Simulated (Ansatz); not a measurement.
# CH₄AlBO: how energies converge with the basis set

One table from this session's results is given with a row withheld; the runs are named, their logs left out.

Program: Ansatz 0.2.0, Gaussian basis. Level of theory: one geometry, several basis sets. These are calculated values, not measurements.

The runs, in order: PBE0-D4/def2-SVP; ωB97M-V/def2-SVP; PBE0-D4/def2-QZVPP; ωB97M-V/def2-QZVPP; the functionals' def2-TZVPP values are taken from earlier runs.

1 further run of the same task is left out (it didn't finish).

## The relaxed structure

All runs share one geometry, relaxed beforehand with PBE0-D4 in a triple-zeta def2 set.

8 atoms, charge 0, spin multiplicity 1.

Atoms are counted from 1 here; the program's logs count them from 0.

Bond lengths: B1–O2 1.354 Å, B1–Al4 2.126 Å, B1–H5 1.197 Å, O2–C3 1.471 Å, C3–Al4 2.001 Å, C3–H6 1.093 Å, C3–H7 1.093 Å, Al4–H8 1.595 Å. Angles: O2–B1–Al4 87.5°, O2–B1–H5 119.0°, Al4–B1–H5 153.4°, B1–O2–C3 113.3°, O2–C3–Al4 89.4°, O2–C3–H6 107.9°, O2–C3–H7 107.9°, Al4–C3–H6 120.6°, Al4–C3–H7 120.6°, H6–C3–H7 107.4°, B1–Al4–C3 69.7°, B1–Al4–H8 155.9°, C3–Al4–H8 134.3°.

Geometry (Å):

```
atom    x (Å)    y (Å)    z (Å)
  B1  -1.0723   0.6094  -0.7525
  O2   0.0941   1.1402  -0.3166
  C3   0.9360   0.1785   0.4111
 Al4  -0.4591  -1.2268   0.1252
  H5  -1.8360   1.3038  -1.3583
  H6   1.1221   0.5830   1.4098
  H7   1.8993   0.1188  -0.1028
  H8  -0.5920  -2.7640   0.5285
```

Set-up of the first run:

in.yaml reads:

```yaml
crystal:
  periodic: [false, false, false]
  atoms:
    - {symbol: B, position_ang: [-1.072297, 0.609415, -0.752521]}
    - {symbol: O, position_ang: [0.094098, 1.140208, -0.316590]}
    - {symbol: C, position_ang: [0.936028, 0.178481, 0.411142]}
    - {symbol: Al, position_ang: [-0.459077, -1.226828, 0.125185]}
    - {symbol: H, position_ang: [-1.835979, 1.303838, -1.358306]}
    - {symbol: H, position_ang: [1.122096, 0.583011, 1.409784]}
    - {symbol: H, position_ang: [1.899253, 0.118803, -0.102844]}
    - {symbol: H, position_ang: [-0.592021, -2.764029, 0.528451]}
basis:
  gaussian: {orbitals: def2-SVP}
hamiltonian: {xc: pbe0, dispersion: d4}
output: {orbitals: {seedname: orbitals}}
```

Among the steps run: PBE0-D4 in def2-SVP; ωB97M-V in def2-SVP; PBE0-D4 in def2-QZVPP; ωB97M-V in def2-QZVPP.

One of the session's tables, all rows but one given; the rest of the session is left out.

It belongs to the step «Density functionals: the series». 

```
functional       basis  HOMO (eV)  LUMO (eV)
   PBE0-D4    def2-SVP          ?          ?
   PBE0-D4  def2-TZVPP      -6.69      -2.10
   PBE0-D4  def2-QZVPP      -6.70      -2.13
   ωB97M-V    def2-SVP      -8.73      -0.25
   ωB97M-V  def2-TZVPP      -8.78      -0.36
   ωB97M-V  def2-QZVPP      -8.80      -0.47
```

**Question.** Estimate the row for PBE0-D4, def2-SVP.

**Answer.** HOMO (eV): -6.66; LUMO (eV): -2.07. In the column «HOMO (eV)» it is the highest.
